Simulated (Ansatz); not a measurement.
# CsBa3 (P1) in Ansatz: convergence with smearing width

Aim: find how far smearing width must go before the results for CsBa3 settle, at PBE. This setting moves, with any that are tied to it; all else stays.

All numbers are computed with Ansatz 0.2.0; they aren't measurements. Logs are shortened: lines on timing, memory, paths and dates and some standing lists are left out, and cuts for length are marked.

### Step 1. The cell of the first run

The typed cell holds 4 atoms: a = 7.384 Å, b = 7.384 Å, c = 7.384 Å, α = 60.00°, β = 60.00°, γ = 60.00°.

The cell comes from a database or a generator and needn't be the stable form of this composition.

The cell isn't the ideal one: atoms moved at random, drawn with an rms of 0.05 Å.

### Step 2. With smearing width 0.3 eV

input.yaml

```yaml
crystal:
  lattice:
    - [0.0, 5.221284, 5.221284]
    - [5.221284, 0.0, 5.221284]
    - [5.221284, 5.221284, 0.0]
  atoms:
    - { symbol: Ba, position: [0.501227, 0.497169, 0.496769] }
    - { symbol: Ba, position: [0.759053, 0.746036, 0.756299] }
    - { symbol: Ba, position: [0.251952, 0.250994, 0.245781] }
    - { symbol: Cs, position: [0.008474, 0.000355, -0.007304] }
hamiltonian:
  xc: pbe
  pseudopotentials: { kind: paw, level: accurate }
kpoints:
  mp_grid: { grid: [3, 3, 3] }
scf:
  occupations: { method: methfessel_paxton, width: 0.3 }
output:
  forces: true
  stress: true
  eigenvalues: true
```

Potentials or basis: Ansatz PAW earlier set.

Run with:

```
> ansatz run input.yaml --threads 2 --pin off --max-ram 5632MiB --backend cpu --events-out ev --progress --plain --runs-dir out
```

The log of the run:

```text
Warning: RAYON_NUM_THREADS=2 ignored (pool sized by the plan → 2); use --threads N
Engine: ansatz 0.2.0, aarch64-unknown-linux-gnu
Pseudopotentials: kind: paw, level: accurate
Pseudopotential: Ba, paw, valence charge 10, recommended cutoff 360 eV (high), Ba.paw.azcp
Pseudopotential: Cs, paw, valence charge 9, recommended cutoff 650 eV (high), Cs.paw.azcp
Functional definition: PBE
  parameter kappa = 0.804
  parameter beta = 0.06672455060314922
  exchange = pbe_x(kappa = kappa, mu = beta*pi^2/3)
  correlation = pbe_c(beta = beta)
Crystal: 4 atoms, lattice volume = 284.683 Å³
Basis set: ecut = 650 eV, 10777 PW (Γ), exchange–correlation on 128×128×128 points (8 copies of the dense FFT grid, shifted against one another)
Bands: 24, of which v1, the nominal top of the filled ones, is band 20 counted from 1 (19 counted from 0)
Symmetry: 1 space group operations
Space group: P1 (ITA 1), of the structure as read, at distance tolerance 6.6e-5 Å
k-points: 14 of 27 (time reversal used)
Non-local potential: Ba, projectors of the file, l = 0: 3, l = 1: 2, l = 2: 2, l = 3: 2
Non-local potential: Cs, projectors of the file, l = 0: 3, l = 1: 2, l = 2: 2, l = 3: 3
PAW form: soft (Blöchl's): semilocal exchange-correlation on the pseudo side does not see the compensation charge
PAW one-centre angular grid: Ba, 194 points (default); XC on 64 Gauss nodes
PAW one-centre angular grid: Cs, 194 points (default); XC on 64 Gauss nodes
Initial density: superposition of atomic densities (chi_scale 0.1, normalization cell, long waves kept (reshape's long-wave potential 0.00 eV rms))
Initial wavefunctions: pseudopotential atomic-orbital guess
Functional: x = pbe(κ = 0.804, μ = 0.2195149727645171), c = pbe(β = 0.06672455060314922)
SCF iter   1: F=—  HF=-23499.299156 eV  |F-HF|=—  |Δ(HF+E_count)|=         —  Δρ=2.99e-2  dr2=8.61e-1  ethr=3.10e-3  ⟨swp⟩=21.0  Hψ=6859  notcnv=0
[... 12 lines left out ...]
Stability not checked: this state was not tested for a lower state beside it, because cold or Methfessel-Paxton smearing, or corrected tetrahedra, fill the levels in a way that the test cannot read (fill_not_monotonic; see scf.lower_state_search)
Free energy (F): -23498.755210 eV
Harris-Foulkes:  -23498.755210 eV  (|F-HF|=3.69e-9)
Internal energy: -23498.770591 eV  (E = F + TS)
E sigma→0 (E₀):  -23498.759055 eV
Entropy (-TS):   0.015381 eV (3.845 meV/atom)
Fermi energy:    4.885996 eV
--- Per-component energies (eV) ---
  E_band       = -352.785134
  E_kinetic    = 770.698947
  E_local      = -1710.843043  (includes V_loc(G=0)·N_el)
  E_nonlocal   = 252.693307
  E_hartree    = 483.256045
  E_xc         = -1263.084509
  E_vxc        = -723.080229  (∫ρ·V_xc dr)
  E_paw        = -20121.731800  (= ΣΔE_a)
  E_vpaw       = 91.234081  (= ΣTr[D̂ρ^β])
  E_aug_tail   = 0.000011  (compensation charges beyond the density's cutoff)
  E_ewald      = -1909.759549
  E_smearing   = 0.015381  (= −TS)
  E_closure    = -0.000000  (closes the sum)
  Σ components = -23498.755210   (vs F -23498.755210, Δ=0.00e0)
--- Forces (eV/Å), atoms counted from 1 ---
  atom   1  Ba     0.02997213     0.05154187     0.03713784
  atom   2  Ba    -0.04410751    -0.08334156    -0.00876508
  atom   3  Ba    -0.01795778     0.00729026     0.00072547
  atom   4  Cs     0.03209343     0.02451071    -0.02909742
  max |Σ_I F_I| component: 1.28e-6 eV/Å
--- Stress (GPa, compression-positive) ---
        0.204309       0.002873      -0.002681
        0.002873       0.206428       0.000637
       -0.002681       0.000637       0.207315
  P = ⅓ Tr σ = 0.2060 GPa (2.060 kbar)
--- Band table (eV; the first three rows and the last of 14) ---
  k-point 0: bands = ["-24.4207", "-24.4144", "-24.2768", "-17.8910", "-9.5906", "-9.5891", "-9.5859", "-9.5833", "-9.5810", "-9.5776", "-9.4054", "-9.3977", "-9.3906", "-4.7769", "-4.7704", "-4.7656", "2.3864", "4.6084", "4.6099", "5.4484", "5.4500", "5.4619", "5.4721", "5.4825", "5.4891", "6.8523", "6.8736", "6.9060"]
  k-point 1: bands = ["-24.4185", "-24.4156", "-24.2778", "-17.8912", "-9.6138", "-9.6086", "-9.6042", "-9.5691", "-9.5637", "-9.5533", "-9.4040", "-9.3969", "-9.3889", "-4.7765", "-4.7724", "-4.7676", "3.0396", "4.5294", "4.9600", "4.9664", "5.0935", "5.4302", "5.4443", "5.5285", "5.5351", "6.3275", "6.3641", "6.4209"]
  k-point 2: bands = ["-24.4186", "-24.4156", "-24.2777", "-17.8912", "-9.6139", "-9.6073", "-9.6015", "-9.5714", "-9.5653", "-9.5543", "-9.4099", "-9.3947", "-9.3841", "-4.7798", "-4.7716", "-4.7650", "3.0369", "4.5295", "4.9548", "4.9637", "5.1117", "5.4364", "5.4545", "5.5383", "5.5463", "6.2988", "6.3372", "6.4094"]
  k-point 13: bands = ["-24.4170", "-24.4165", "-24.2784", "-17.8912", "-9.6325", "-9.6283", "-9.5873", "-9.5821", "-9.5502", "-9.5383", "-9.4069", "-9.3948", "-9.3829", "-4.7795", "-4.7707", "-4.7655", "3.7639", "4.2454", "4.3350", "4.6885", "5.3820", "5.5415", "5.6392", "5.7546", "5.8535", "5.9627", "6.2032", "6.4717"]
```

Run time: 16 s. Hardware: 2 threads of Arm Neoverse V2, shared host; peak memory 0.69 GiB.

What came out:

```
Free energy            : -23498.7552 eV
Pressure               : 0.2 GPa
Largest force          : 0.095 eV/Å
Band gap on the k mesh : none (metal or under the smearing width)
```

### Step 3. With smearing width 0.2 eV

Changes to input.yaml since step 2:

```diff
@@ -16,3 +16,3 @@
 scf:
-  occupations: { method: methfessel_paxton, width: 0.3 }
+  occupations: { method: methfessel_paxton, width: 0.2 }
 output:
```

Potentials or basis: Ansatz PAW earlier set.

Run with:

```
> ansatz run input.yaml --threads 2 --pin off --max-ram 5632MiB --backend cpu --events-out ev --progress --plain --runs-dir out
```

It took 12 s on 2 threads of Arm Neoverse V2, shared host; peak memory 0.66 GiB.

Results:

```yaml
Free_energy: -23498.7574 eV
Pressure: 0.2 GPa
Largest_force: 0.095 eV/Å
Band_gap_on_the_k_mesh: none (metal or under the smearing width)
```

### Step 4. With smearing width 0.15 eV

Changes to input.yaml since step 3:

```diff
@@ -16,3 +16,3 @@
 scf:
-  occupations: { method: methfessel_paxton, width: 0.2 }
+  occupations: { method: methfessel_paxton, width: 0.15 }
 output:
```

Run with:

```
> ansatz run input.yaml --threads 2 --pin off --max-ram 5632MiB --backend cpu --events-out ev --progress --plain --runs-dir out
```

It took 12 s on 2 threads of Arm Neoverse V2, shared host; peak memory 0.66 GiB.

Results:

```yaml
Free_energy: -23498.7587 eV
Pressure: 0.2 GPa
Largest_force: 0.096 eV/Å
Band_gap_on_the_k_mesh: none (metal or under the smearing width)
```

### Step 5. With smearing width 0.1 eV

Changes to input.yaml since step 4:

```diff
@@ -16,3 +16,3 @@
 scf:
-  occupations: { method: methfessel_paxton, width: 0.15 }
+  occupations: { method: methfessel_paxton, width: 0.1 }
 output:
```

Run with:

```
> ansatz run input.yaml --threads 2 --pin off --max-ram 5632MiB --backend cpu --events-out ev --progress --plain --runs-dir out
```

Run time: 12 s. Hardware: 2 threads of Arm Neoverse V2, shared host; peak memory 0.66 GiB.

Results:

```yaml
Free_energy: -23498.7585 eV
Pressure: 0.2 GPa
Largest_force: 0.097 eV/Å
Band_gap_on_the_k_mesh: none (metal or under the smearing width)
```

### Step 6. With smearing width 0.05 eV

Changes to input.yaml since step 5:

```diff
@@ -16,3 +16,3 @@
 scf:
-  occupations: { method: methfessel_paxton, width: 0.1 }
+  occupations: { method: methfessel_paxton, width: 0.05 }
 output:
```

Potentials or basis: Ansatz PAW earlier set.

Run with:

```
> ansatz run input.yaml --threads 2 --pin off --max-ram 5632MiB --backend cpu --events-out ev --progress --plain --runs-dir out
```

It took 12 s on 2 threads of Arm Neoverse V2, shared host; peak memory 0.66 GiB.

Results (log left out):

```yaml
Free_energy: -23498.7540 eV
Pressure: 0.2 GPa
Largest_force: 0.096 eV/Å
Band_gap_on_the_k_mesh: none (metal or under the smearing width)
```

### Step 7. With smearing width 0.025 eV

Changes to input.yaml since step 6:

```diff
@@ -16,3 +16,3 @@
 scf:
-  occupations: { method: methfessel_paxton, width: 0.05 }
+  occupations: { method: methfessel_paxton, width: 0.025 }
 output:
```

Run with:

```
> ansatz run input.yaml --threads 2 --pin off --max-ram 5632MiB --backend cpu --events-out ev --progress --plain --runs-dir out
```

Run time: 13 s. Hardware: 2 threads of Arm Neoverse V2, shared host; peak memory 0.66 GiB.

It converged, with:

```yaml
Free_energy: -23498.7513 eV
Pressure: 0.2 GPa
Largest_force: 0.093 eV/Å
Band_gap_on_the_k_mesh: none (metal or under the smearing width)
```

### Step 8. With smearing width 0.01 eV

Changes to input.yaml since step 7:

```diff
@@ -16,3 +16,3 @@
 scf:
-  occupations: { method: methfessel_paxton, width: 0.025 }
+  occupations: { method: methfessel_paxton, width: 0.01 }
 output:
```

Run with:

```
> ansatz run input.yaml --threads 2 --pin off --max-ram 5632MiB --backend cpu --events-out ev --progress --plain --runs-dir out
```

Run time: 13 s. Hardware: 2 threads of Arm Neoverse V2, shared host; peak memory 0.66 GiB.

Results (log left out):

```
Free energy            : -23498.7499 eV
Pressure               : 0.2 GPa
Largest force          : 0.088 eV/Å
Band gap on the k mesh : none (metal or under the smearing width)
```

### Step 9. With smearing width 0.005 eV

Changes to input.yaml since step 8:

```diff
@@ -16,3 +16,3 @@
 scf:
-  occupations: { method: methfessel_paxton, width: 0.01 }
+  occupations: { method: methfessel_paxton, width: 0.005 }
 output:
```

Potentials or basis: Ansatz PAW earlier set.

Run with:

```
> ansatz run input.yaml --threads 2 --pin off --max-ram 5632MiB --backend cpu --events-out ev --progress --plain --runs-dir out
```

Wall time 13 s (2 threads of Arm Neoverse V2, shared host); peak memory 0.66 GiB.

Results (log left out):

```
Free energy            : -23498.7496 eV
Pressure               : 0.2 GPa
Largest force          : 0.085 eV/Å
Band gap on the k mesh : none (metal or under the smearing width)
```

### Step 10. The series at a glance

```
smearing width  energy less the tightest run, at zero smearing (meV/atom)  largest force (eV/Å)  SCF cycles  CPU time (s)  peak memory (GiB)
        0.3 eV                                                      -2.37                 0.095           8            32               0.69
        0.2 eV                                                      -2.20                 0.095           8            24               0.66
       0.15 eV                                                      -2.53                 0.096           8            24               0.66
        0.1 eV                                                      -1.91                 0.097           8            24               0.66
       0.05 eV                                                      -0.76                 0.096           9            24               0.66
      0.025 eV                                                      -0.28                 0.093           9            25               0.66
       0.01 eV                                                      -0.04                 0.088          10            25               0.66
      0.005 eV                                                       0.00                 0.085          10            25               0.66
```

Against the tightest run, the energy stays within 1 meV/atom from 0.05 eV on; the largest force stays within 0.005 eV/Å from 0.01 eV on. Narrower smearing needs a denser k mesh, so at a fixed mesh the narrowest width isn't the most accurate. The tightest run that finished is the yardstick and may itself not be fully converged.
